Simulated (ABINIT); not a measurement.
A run of ABINIT 10.8.3 (patched build) is set up as follows.

The input run.abi:

```
# Datasets: ground state, then fixed potential
ndtset 2

# Pseudopotentials
pp_dirpath "./"
pseudos "Al.upf, O.upf"

# Structure
acell 3*1.0 Angstrom
rprim
     1.4881620000    -5.4028330000     0.0000000000
     1.4881620000     5.4028330000     0.0000000000
     0.0000000000     0.0000000000     3.6466120000
ntypat 2
znucl 13 8
natom 6
typat 1 1 2 2 2 2
xred
     0.6681330000     0.3318670000     0.7500000000
     0.3318670000     0.6681330000     0.2500000000
     0.0610720000     0.9389280000     0.7500000000
     0.9389280000     0.0610720000     0.2500000000
     0.2941840000     0.7058160000     0.7500000000
     0.7058160000     0.2941840000     0.2500000000
chkprim 0
chksymtnons 0
tolsym 1.0e-6

# Plane-wave basis
ecut 42.0

# Exchange and correlation
ixc -116133

# Bands and occupations
occopt 3
tsmear 0.05 eV

# SCF cycle
nstep 100

# Output
iomode 3
prtwf 0
prteig 0
prtebands 0
enunit 1
prtden1 1

# Dataset 1
kptopt1 1
ngkpt1 9 9 7
nshiftk1 1
shiftk1 0.0 0.0 0.0
nband1 19
tolvrs1 1.0e-10

# Dataset 2: bands along G-X-S-R-A-Z-G-Y-X1-A1-T-Y
iscf2 -2
getden2 1
nband2 25
nbdbuf2 4
tolwfr2 1.0e-11
kptopt2 -11
ndivsm2 8
prteig2 1
prtvol2 -3
kptbounds2
     0.0000000000     0.0000000000     0.0000000000
     0.2689669431     0.2689669431     0.0000000000
     0.0000000000     0.5000000000     0.0000000000
     0.0000000000     0.5000000000     0.5000000000
     0.2689669431     0.2689669431     0.5000000000
     0.0000000000     0.0000000000     0.5000000000
     0.0000000000     0.0000000000     0.0000000000
    -0.5000000000     0.5000000000     0.0000000000
    -0.2689669431     0.7310330569     0.0000000000
    -0.2689669431     0.7310330569     0.5000000000
    -0.5000000000     0.5000000000     0.5000000000
    -0.5000000000     0.5000000000     0.0000000000
```

Potentials or basis: PseudoDojo NC SR PBEsol v0.4.1 standard.

Launch:

```console
$ mpirun --bind-to none -np 4 abinit run.abi > log 2>&1
```

Problem. What does it give for the band gap on the k mesh?

Solution. None (metal or under the smearing width).

Problem. Estimate the largest force.

Solution. 0.603 eV/Å.

Problem. Estimate the pressure.

Solution. -6.5 GPa.

Levels at the corners of the path, in eV from the Fermi level:
```tsv
point	band 11	band 12	band 13	band 14	band 15	band 16	band 17	band 18	band 19	band 20
Γ	-2.33	-1.82	-1.29	-0.48	0.04	0.10	5.84	8.34	9.79	10.71
X	-2.67	-2.63	-1.64	-1.01	-0.67	-0.02	9.74	9.92	11.27	11.31
S	-2.59	-2.47	-1.80	-1.08	-0.53	-0.05	9.83	9.97	11.35	11.37
R	-2.37	-2.37	-1.28	-1.28	0.18	0.18	10.10	10.10	11.65	11.65
A	-2.36	-2.36	-1.37	-1.37	0.23	0.23	10.16	10.16	11.65	11.65
Z	-1.77	-1.77	-1.05	-1.05	-0.20	-0.20	8.60	8.60	9.54	9.54
Γ	-2.33	-1.82	-1.29	-0.48	0.04	0.10	5.84	8.34	9.79	10.71
Y	-1.63	-1.55	-1.53	-1.50	-0.48	-0.01	7.28	7.55	8.77	12.08
X1	-2.67	-2.63	-1.64	-1.01	-0.67	-0.02	9.74	9.92	11.27	11.31
A1	-2.36	-2.36	-1.37	-1.37	0.23	0.23	10.16	10.16	11.65	11.65
T	-2.22	-2.22	-1.67	-1.67	0.37	0.37	8.79	8.79	9.78	9.78
Y	-1.63	-1.55	-1.53	-1.50	-0.48	-0.01	7.28	7.55	8.77	12.08
```
